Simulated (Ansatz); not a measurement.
# CH₅GaO₂: a ladder of functionals and wavefunction methods

One table from this session's results is given with a row withheld; the runs are named, their logs left out.

Program: Ansatz 0.2.0, Gaussian basis. Level of theory: functionals in def2-TZVPP, the program's frozen cores in correlated methods. These are calculated values, not measurements.

The runs, in order: PBE-D4, r2SCAN-D4, PBE0-D4, B3LYP-D4, ωB97X-V, ωB97M-V, B2PLYP; CCSD(T)/def2-TZVPP; CCSD(T)/def2-QZVPP; extrapolation to the limit.

## The relaxed structure

All runs share one geometry, relaxed beforehand with PBE0-D4 in a triple-zeta def2 set.

SMILES `[CH3][Ga]([OH])[OH]`, 9 atoms, charge 0, spin multiplicity 1.

Atoms are counted from 1 here; the program's logs count them from 0.

Bond lengths: C1–Ga2 1.947 Å, C1–H5 1.091 Å, C1–H6 1.090 Å, C1–H7 1.091 Å, Ga2–O3 1.782 Å, Ga2–O4 1.792 Å, O3–H8 0.960 Å, O4–H9 0.959 Å. Angles: Ga2–C1–H5 110.4°, Ga2–C1–H6 110.0°, Ga2–C1–H7 110.5°, H5–C1–H6 108.9°, H5–C1–H7 108.0°, H6–C1–H7 108.9°, C1–Ga2–O3 121.9°, C1–Ga2–O4 126.9°, O3–Ga2–O4 111.2°, Ga2–O3–H8 112.5°, Ga2–O4–H9 115.0°.

Set-up of the first run:

Contents of in.yaml:

```yaml
crystal:
  periodic: [false, false, false]
  atoms:
    - {symbol: C, position_ang: [-1.156958, 0.871520, 0.199119]}
    - {symbol: Ga, position_ang: [0.457049, -0.188878, -0.047605]}
    - {symbol: O, position_ang: [2.083082, 0.533249, 0.058594]}
    - {symbol: O, position_ang: [0.549683, -1.944161, -0.397624]}
    - {symbol: H, position_ang: [-1.740508, 0.488233, 1.038105]}
    - {symbol: H, position_ang: [-0.894134, 1.910624, 0.396847]}
    - {symbol: H, position_ang: [-1.782152, 0.828476, -0.694540]}
    - {symbol: H, position_ang: [2.780692, -0.110576, -0.085146]}
    - {symbol: H, position_ang: [-0.296755, -2.388487, -0.467748]}
basis:
  gaussian: {orbitals: def2-TZVPP}
hamiltonian: {xc: pbe, dispersion: d4}
output: {forces: true, orbitals: {seedname: orbitals}}
```

Command:

```bash
> ansatz run in.yaml --threads 2 --pin off --events-out ev --progress --plain --max-ram 22528MiB --backend cpu
```

Steps of the session up to this table: PBE-D4 (GGA); r2SCAN-D4 (meta-GGA); PBE0-D4 (hybrid); B3LYP-D4 (hybrid); ωB97X-V (range-separated); ωB97M-V (range-separated); B2PLYP (double hybrid); CCSD(T) in def2-TZVPP; CCSD(T) in def2-QZVPP.

One table of the session follows, with a row left open; its other results are not shown here.

It belongs to the step «Atomisation energies». 

```
            method  atomisation energy (kcal/mol)
            PBE-D4                          780.2
         r2SCAN-D4                          771.9
           PBE0-D4                          762.7
          B3LYP-D4                          763.2
           ωB97X-V                          770.3
           ωB97M-V                              ?
            B2PLYP                          761.9
     HF/def2-TZVPP                          542.8
    MP2/def2-TZVPP                          775.1
   CCSD/def2-TZVPP                          744.9
CCSD(T)/def2-TZVPP                          756.9
           MP2/CBS                          794.4
       CCSD(T)/CBS                          776.3
```

Estimate the missing values for ωB97M-V.

**Answer.** atomisation energy (kcal/mol): 768.8. In the column «atomisation energy (kcal/mol)» it lies between B3LYP-D4 (763.2) and ωB97X-V (770.3).
